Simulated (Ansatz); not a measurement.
# LiMg: structure and electronic structure

Aim: relax LiMg, then solve it with and without frozen cores. Methods of the runs shown: PAW and LAPW. Its runs: cell and atoms relaxed (PAW and LAPW); the reference run (LAPW and PAW).

Computed with Ansatz 0.2.0 (DFT LDA, with the methods named in each step, unless a step's input says otherwise).

## 1. The system as given

It takes space group R-3m (No. 166, trigonal). The conventional cell has a = 3.092 Å, b = 3.092 Å, c = 15.243 Å, α = 90.00°, β = 90.00°, γ = 120.00°. Li (site symmetry -3m) has 6 Li at 3.09 Å and 6 Mg at 3.10 Å as nearest neighbours. Mg (site symmetry -3m) is surrounded by 6 Mg at 3.09 Å and 6 Li at 3.10 Å.

Structure file:

```
Li Mg
1.0
     1.54575    0.89244    5.08105
    -1.54575    0.89244    5.08105
     0.00000   -1.78488    5.08105
Li Mg
1 1
Direct
  0.00000 0.00000 0.00000
  0.50000 0.50000 0.50000
```

Atoms are numbered in the order of the input: Li1, Mg2.

## 2. Cell and atoms relaxed, PAW

The input, input.yaml:

```yaml
crystal:
  lattice:
    - [1.5457510101, 0.8924397618, 5.0810520986]
    - [-1.5457510101, 0.8924397618, 5.0810520986]
    - [0.0, -1.7848795236, 5.0810520986]
  atoms:
    - { symbol: Li, position: [0.0, 0.0, 0.0] }
    - { symbol: Mg, position: [0.5, 0.5, 0.5] }
kpoints:
  mp_grid: { grid: [16, 16, 16] }
scf:
  occupations: { method: fermi_dirac, width: 0.05 }
hamiltonian:
  xc: lda
  pseudopotentials: { kind: paw }
output:
  forces: true
  stress: true
  write_density: true
  write_potential: true
  elf: true
  volumetric_format: npy
relax:
  f_tol: 0.005
  max_steps: 50
  cell: {}
```

Command:

```
$ ansatz run input.yaml --threads 1 --pin off --max-ram 2048MiB --backend cpu --events-out ev --progress --plain --runs-dir out
```

Output:

```text
basis.fft_grid_basis auto: the FFT boxes are laid along the combinations [[1, -1, 0], [0, 1, 0], [0, -1, 1]] of the cell's own vectors, 3.092, 5.385 and 3.092 Å long. The dense box has 24×36×24 points. Along the cell's own vectors, as sized, it would have 36×36×36, 2.25 times as many. Of the 12 symmetry operations that the crystal satisfies within crystal.symmetry.tolerance (time reversal apart; of a slab, those that keep its plane) the dense box along the cell's own vectors carries 12, and the one as laid loses 8 of those. basis.fft_grid_basis: typed keeps the cell's own vectors: state it where this run's energies or levels are differenced outside the engine with another run's, or held beside a run that keeps those vectors. Those combinations have planes normal to reciprocal vector 3, as the cell's own vectors have. Each planar average written beside output.write_density, output.write_potential has a row for each plane of the box: 24. The volumetric files lie along those combinations, not along the cell's own vectors: a cube or XSF file states them, and fields.json those of NumPy files.
Engine: ansatz 0.2.0
Pseudopotentials: kind: paw
Pseudopotential: Li, paw, valence charge 3, recommended cutoff 420 eV (normal)
Pseudopotential: Mg, paw, valence charge 10, recommended cutoff 420 eV (normal)
Functional definition: SPW92
  exchange = slater_x
  correlation = pw_c
Crystal: 2 atoms, lattice volume = 42.056 Å³
Basis set: ecut = 420 eV, 821 PW (Γ), FFT grids on a1−a2, a2, −a2+a3
Bands: 11, of which v1, the nominal top of the filled ones, is band 7 counted from 1 (6 counted from 0)
Symmetry: 12 space group operations
Space group: R-3m (ITA 166), of the structure as read, at distance tolerance 3.5e-5 Å
k-points: 417 of 4096
Non-local potential: Li, projectors of the file, l = 0: 3, l = 1: 2, l = 2: 1
Non-local potential: Mg, projectors of the file, l = 0: 3, l = 1: 2, l = 2: 1
PAW form: soft (Blöchl's): semilocal exchange-correlation on the pseudo side does not see the compensation charge
PAW frozen core: Mg, regenerated for the run's functional, and the local potential with it (the file was generated under x = pbe(κ = 0.804, μ = 0.2195149727645171), c = pbe(β = 0.06672455060314922))
PAW one-centre angular grid: Li, 110 points (default); XC on 64 Gauss nodes
PAW one-centre angular grid: Mg, 110 points (default); XC on 64 Gauss nodes
Initial density: superposition of atomic densities (neutral atoms: chi_scale 0, normalization atom), corrected by the library's trained network
Initial wavefunctions: pseudopotential atomic-orbital guess
Functional: x = slater, c = lda
SCF iter   1: F=—  HF=-2103.326048 eV  |F-HF|=—  |Δ(HF+E_count)|=         —  Δρ=5.66e-3  dr2=4.59e-3  ethr=1.77e-3  ⟨swp⟩=5.4  Hψ=29312  notcnv=0
preconditioner: auto → none  [metal: Δε(μ)=0.006 eV  Ē_g=7.337 eV  σ=0.050 eV  W_gap=0.03  n_scr=2 (ndim 8)  ℏωp=9.9 eV  f_vac=0.000  D(μ)=1.03/eV (n_scr^D=2)  sad-step TF]
SCF iter   2: F=—  HF=-2103.318537 eV  |F-HF|=—  |Δ(HF+E_count)|=   7.51e-3  Δρ=2.27e-3  dr2=1.03e-3  ethr=3.53e-5  ⟨swp⟩=2.0  Hψ=12397  notcnv=0  defer=21
SCF iter   3: F=—  HF=-2103.317604 eV  |F-HF|=—  |Δ(HF+E_count)|=   9.33e-4  Δρ=4.04e-4  dr2=1.25e-4  ethr=7.95e-6  ⟨swp⟩=2.0  Hψ=7516  notcnv=0  defer=21
SCF iter   4: F=—  HF=-2103.317597 eV  |F-HF|=—  |Δ(HF+E_count)|=   7.40e-6  Δρ=1.57e-4  dr2=2.92e-5  ethr=9.61e-7  ⟨swp⟩=1.6  Hψ=4852  notcnv=0  defer=21
SCF iter   5: F=—  HF=-2103.317592 eV  |F-HF|=—  |Δ(HF+E_count)|=   4.51e-6  Δρ=5.91e-5  dr2=3.69e-6  ethr=2.25e-7  ⟨swp⟩=1.1  Hψ=4607  notcnv=0  defer=21
SCF iter   6: F=—  HF=-2103.317592 eV  |F-HF|=—  |Δ(HF+E_count)|=   6.28e-7  Δρ=1.13e-5  dr2=1.19e-7  ethr=2.83e-8  ⟨swp⟩=1.6  Hψ=4822  notcnv=0  defer=21
SCF iter   7: F=-2103.317592 eV  HF=-2103.317592 eV  |F-HF|=1.17e-9  |Δ(HF+E_count)|=   1.63e-8  Δρ=1.32e-6  dr2=1.89e-9  ethr=7.69e-10  ⟨swp⟩=7.5  Hψ=20163  notcnv=0
SCF 1 converged in 7 iterations: F = -2103.317592 eV  dr2 = 1.89e-9
relax step   1: F+E_penalty+E_count = -2103.31759168 eV  Δ(F+E_penalty+E_count) = +0.000e0 eV  max|allowed force component| = 1.341e-28 eV/Å  Δτ_max = 0.0000 Å  P = -1.385 GPa  Ω = 42.056 Å³  (7 SCF iters, dr2 threshold 1.00e-7 eV, accepted)
Crystal: 2 atoms, lattice volume = 40.120 Å³
Basis set: ecut = 420 eV, 791 PW (Γ), FFT grids on a1−a2, a2, −a2+a3
Initial density: handed on by an earlier stage of this run
Initial wavefunctions: those handed on with the density
iter 1 solved again at ethr=1.53e-5 eV; its pass at ethr=3.10e-3 eV (dr2=1.99e-3 eV) is discarded
SCF iter   1: F=—  HF=-2103.329721 eV  |F-HF|=—  |Δ(HF+E_count)|=         —  Δρ=1.03e-3  dr2=2.00e-3  ethr=1.53e-5  ⟨swp⟩=1.0  Hψ=39664  notcnv=0
preconditioner: auto → none  [metal: Δε(μ)=0.006 eV  Ē_g=7.532 eV  σ=0.050 eV  W_gap=0.03  n_scr=2 (ndim 8)  ℏωp=10.2 eV  f_vac=0.000  D(μ)=0.92/eV (n_scr^D=2)]
SCF iter   2: F=—  HF=-2103.329136 eV  |F-HF|=—  |Δ(HF+E_count)|=   5.86e-4  Δρ=3.66e-4  dr2=1.76e-4  ethr=1.53e-5  ⟨swp⟩=2.0  Hψ=6220  notcnv=0
SCF iter   3: F=—  HF=-2103.329081 eV  |F-HF|=—  |Δ(HF+E_count)|=   5.48e-5  Δρ=1.42e-4  dr2=9.85e-6  ethr=1.36e-6  ⟨swp⟩=1.5  Hψ=4834  notcnv=0
SCF iter   4: F=-2103.329075 eV  HF=-2103.329075 eV  |F-HF|=1.37e-8  |Δ(HF+E_count)|=   5.81e-6  Δρ=4.46e-6  dr2=9.44e-9  ethr=1.54e-9  ⟨swp⟩=6.5  Hψ=24155  notcnv=0
SCF 2 converged in 4 iterations: F = -2103.329075 eV  dr2 = 9.44e-9
relax step   2: F+E_penalty+E_count = -2103.32907520 eV  Δ(F+E_penalty+E_count) = -1.148e-2 eV  max|allowed force component| = 6.574e-29 eV/Å  Δτ_max = 0.0000 Å  P = -0.295 GPa  Ω = 40.120 Å³  energy of the carried Pulay correction = +4.347e-5 eV  (4 SCF iters, dr2 threshold 2.00e-7 eV, accepted)
Crystal: 2 atoms, lattice volume = 39.606 Å³
Basis set: ecut = 420 eV, 773 PW (Γ), FFT grids on a1−a2, a2, −a2+a3
iter 1 solved again at ethr=1.41e-6 eV; its pass at ethr=3.10e-3 eV (dr2=1.83e-4 eV) is discarded
SCF iter   1: F=—  HF=-2103.329670 eV  |F-HF|=—  |Δ(HF+E_count)|=         —  Δρ=3.14e-4  dr2=1.85e-4  ethr=1.41e-6  ⟨swp⟩=2.4  Hψ=37729  notcnv=0
preconditioner: auto → none  [metal: Δε(μ)=0.011 eV  Ē_g=7.592 eV  σ=0.050 eV  W_gap=0.06  n_scr=2 (ndim 8)  ℏωp=10.2 eV  f_vac=0.000  D(μ)=0.87/eV (n_scr^D=2)]
SCF iter   2: F=—  HF=-2103.329615 eV  |F-HF|=—  |Δ(HF+E_count)|=   5.43e-5  Δρ=1.08e-4  dr2=1.49e-5  ethr=1.41e-6  ⟨swp⟩=1.6  Hψ=4907  notcnv=0
SCF iter   3: F=—  HF=-2103.329611 eV  |F-HF|=—  |Δ(HF+E_count)|=   4.63e-6  Δρ=4.30e-5  dr2=8.76e-7  ethr=1.14e-7  ⟨swp⟩=1.6  Hψ=4901  notcnv=0
SCF iter   4: F=-2103.329610 eV  HF=-2103.329610 eV  |F-HF|=2.19e-8  |Δ(HF+E_count)|=   4.23e-7  Δρ=8.08e-6  dr2=1.07e-8  ethr=1.54e-9  ⟨swp⟩=8.0  Hψ=22820  notcnv=0
SCF 3 converged in 4 iterations: F = -2103.329610 eV  dr2 = 1.07e-8
  Residual-converged pass: ⟨swp⟩=1.0  Hψ=6257  notcnv=0  max |occ|·‖R‖ = 7.1e-9 eV (tolerance 1.0e-8 eV)  dr2=1.07e-8  dr2_onsite=1.94e-8  max |Δocc| = 2.4e-10
relax step   3: F+E_penalty+E_count = -2103.32961021 eV  Δ(F+E_penalty+E_count) = -5.350e-4 eV  max|allowed force component| = 2.693e-28 eV/Å  Δτ_max = 0.0000 Å  P = +0.033 GPa  Ω = 39.606 Å³  energy of the carried Pulay correction = +5.542e-5 eV  (4 SCF iters, dr2 threshold 2.00e-7 eV, accepted)
Initial wavefunctions: pseudopotential atomic-orbital guess (no wavefunctions were taken with the density)
iter 1 solved again at ethr=1.56e-9 eV; its pass at ethr=3.10e-3 eV (dr2=2.03e-7 eV) is discarded
SCF iter   1: F=—  HF=-2103.329556 eV  |F-HF|=—  |Δ(HF+E_count)|=         —  Δρ=1.68e-5  dr2=2.66e-8  ethr=1.56e-9  ⟨swp⟩=3.9  Hψ=43499  notcnv=0
preconditioner: auto → none  [metal: Δε(μ)=0.013 eV  Ē_g=7.594 eV  σ=0.050 eV  W_gap=0.06  n_scr=2 (ndim 8)  ℏωp=10.2 eV  f_vac=0.000  D(μ)=0.87/eV (n_scr^D=2)]
SCF iter   2: F=—  HF=-2103.329556 eV  |F-HF|=—  |Δ(HF+E_count)|=   3.91e-8  Δρ=6.48e-6  dr2=3.78e-9  ethr=2.04e-10  ⟨swp⟩=2.0  Hψ=6818  notcnv=0
SCF iter   3: F=—  HF=-2103.329556 eV  |F-HF|=—  |Δ(HF+E_count)|=   2.35e-9  Δρ=1.66e-6  dr2=6.58e-10  ethr=2.91e-11  ⟨swp⟩=2.0  Hψ=6894  notcnv=0
SCF iter   4: F=—  HF=-2103.329556 eV  |F-HF|=—  |Δ(HF+E_count)|=  1.34e-10  Δρ=5.46e-7  dr2=6.71e-11  ethr=5.06e-12  ⟨swp⟩=1.6  Hψ=4858  notcnv=0
SCF iter   5: F=-2103.329556 eV  HF=-2103.329556 eV  |F-HF|=9.09e-13  |Δ(HF+E_count)|=  2.36e-11  Δρ=7.80e-8  dr2=8.95e-13  ethr=1.00e-12  ⟨swp⟩=5.2  Hψ=15333  notcnv=0
SCF 4 converged in 5 iterations: F = -2103.329556 eV  dr2 = 8.95e-13
relax step   4: F+E_penalty+E_count = -2103.32955628 eV  Δ(F+E_penalty+E_count) = +5.393e-5 eV  max|allowed force component| = 1.346e-28 eV/Å  Δτ_max = 0.0000 Å  P = +0.033 GPa  Ω = 39.606 Å³  stress off target by 4.07e-2 GPa  SCF on the basis re-selected at this cell (its energy is not comparable with the rows above)  (5 SCF iters)
basis re-selected at this cell: Δ(F+E_penalty+E_count) = +5.393e-5 eV, ΔP = +0.000 GPa vs the last step (what re-selecting the basis moved, of the pressure what is left beyond the Pulay correction that the steps carried, after the strain that the cell walked since its last selection, with what the two solves' SCF thresholds leave and, on support functions, any second-order correction that the steps lacked; it is no measure of the basis error at this ecutwfc). This SCF's stress stands 4.07e-2 GPa from its target on what of the cell is left free (relax.cell.stress_tol is 5.00e-2 GPa) and its largest allowed force component is 1.35e-28 eV/Å (relax.f_tol is 5.00e-3 eV/Å): within both
SCF converged after 5 iterations
Free energy (F): -2103.329556 eV
Harris-Foulkes:  -2103.329556 eV  (|F-HF|=9.09e-13)
Internal energy: -2103.322350 eV  (E = F + TS)
E sigma→0 (E₀):  -2103.325953 eV
Entropy (-TS):   -0.007206 eV (-3.603 meV/atom)
Fermi energy:    3.750132 eV
--- Per-component energies (eV) ---
  E_band       = -454.539854
  E_kinetic    = 97.046630
  E_local      = -1900.670714  (includes V_loc(G=0)·N_el)
  E_nonlocal   = 63.638538
  E_hartree    = 687.743284
  E_xc         = -38.454261
  E_vxc        = -50.023773  (∫ρ·V_xc dr)
  E_paw        = -289.736560  (= ΣΔE_a)
  E_vpaw       = -40.017129  (= ΣTr[D̂ρ^β])
  E_aug_tail   = 0.000014  (compensation charges beyond the density's cutoff)
  E_ewald      = -723.039760
  E_core_change = 0.150479  (= ΣΔE_core)
  E_smearing   = -0.007206  (= −TS)
  E_closure    = -0.000000  (closes the sum)
  Σ components = -2103.329556   (vs F -2103.329556, Δ=0.00e0)
--- Forces (eV/Å), atoms counted from 1 ---
  atom   1  Li     0.00000000     0.00000000     0.00000000
  atom   2  Mg     0.00000000    -0.00000000    -0.00000000
  max |Σ_I F_I| component: 2.69e-28 eV/Å
--- Stress (GPa, compression-positive) ---
        0.029409      -0.000000       0.000000
       -0.000000       0.029409       0.000000
        0.000000       0.000000       0.040668
  P = ⅓ Tr σ = 0.0332 GPa (0.332 kbar)
--- Band table (eV; the first three rows and the last of 417) ---
  k-point 0: bands = ["-71.3958", "-41.6106", "-38.8248", "-38.7998", "-38.7998", "-2.1506", "2.8978", "5.0769", "16.4154", "16.4154", "16.9539"]
  k-point 1: bands = ["-71.3956", "-41.6101", "-38.8246", "-38.8014", "-38.8002", "-2.0697", "2.9576", "5.1496", "15.2286", "15.8656", "16.4972"]
  k-point 2: bands = ["-71.3952", "-41.6086", "-38.8240", "-38.8059", "-38.8013", "-1.8275", "3.1363", "5.3641", "13.3106", "15.1072", "15.2870"]
  k-point 416: bands = ["-71.3958", "-41.6107", "-38.8246", "-38.7998", "-38.7998", "-1.6669", "0.7353", "9.9102", "11.7405", "15.6151", "15.6151"]
--- Relaxed structure (3 steps of the walk, 3 accepted, 1 SCFs on fresh bases) ---
  F+E_penalty+E_count = -2103.32955628 eV   max|allowed force component| = 1.346e-28 eV/Å   (the final SCF, on the basis selected at the relaxed cell)
  cell:  # Å, volume = 39.6058 Å³
    - [1.524811150119114, 0.880350127984613, 4.917410103773695]
    - [-1.524811150119114, 0.880350127984613, 4.917410103773695]
    - [-2.8462834870457555e-33, -1.7607002559692266, 4.917410103773695]
  atoms:
    - { symbol: Li, position: [2.0105880177209211e-35, 2.0105880177209211e-35, -5.126713936278795e-35] }
    - { symbol: Mg, position: [0.4999999999999999, 0.4999999999999999, 0.4999999999999999] }
```

Wall time 64 s (1 thread of Arm Neoverse N1, shared host); peak memory 0.52 GiB.

The steps of the relaxation:

```csv
step,energy from step 1 (eV/cell),largest force component (eV/Å),pressure (GPa),volume (Å³)
1,0.0000,0.0000,-1.38,42.06
2,-0.0115,0.0000,-0.29,40.12
3,-0.0120,0.0000,0.03,39.61
4,-0.0120,0.0000,0.03,39.61
```

Step 1 is the start. Step 4 repeats the geometry before on a plane-wave basis chosen anew for that cell, so the energy can jump there without any move; the table keeps such jumps.

| input's cell | before | after | change |
| --- | --- | --- | --- |
| a (Å) | 5.385 | 5.223 | -3.0 % |
| b (Å) | 5.385 | 5.223 | -3.0 % |
| c (Å) | 5.385 | 5.223 | -3.0 % |
| α (°) | 33.36 | 33.95 | +0.59° |
| β (°) | 33.36 | 33.95 | +0.59° |
| γ (°) | 33.36 | 33.95 | +0.59° |
| volume (Å³/atom) | 21.03 | 19.80 | -5.8 % |

Read from it: pressure 0.03 GPa; no gap.

[end of part 1 of 2]
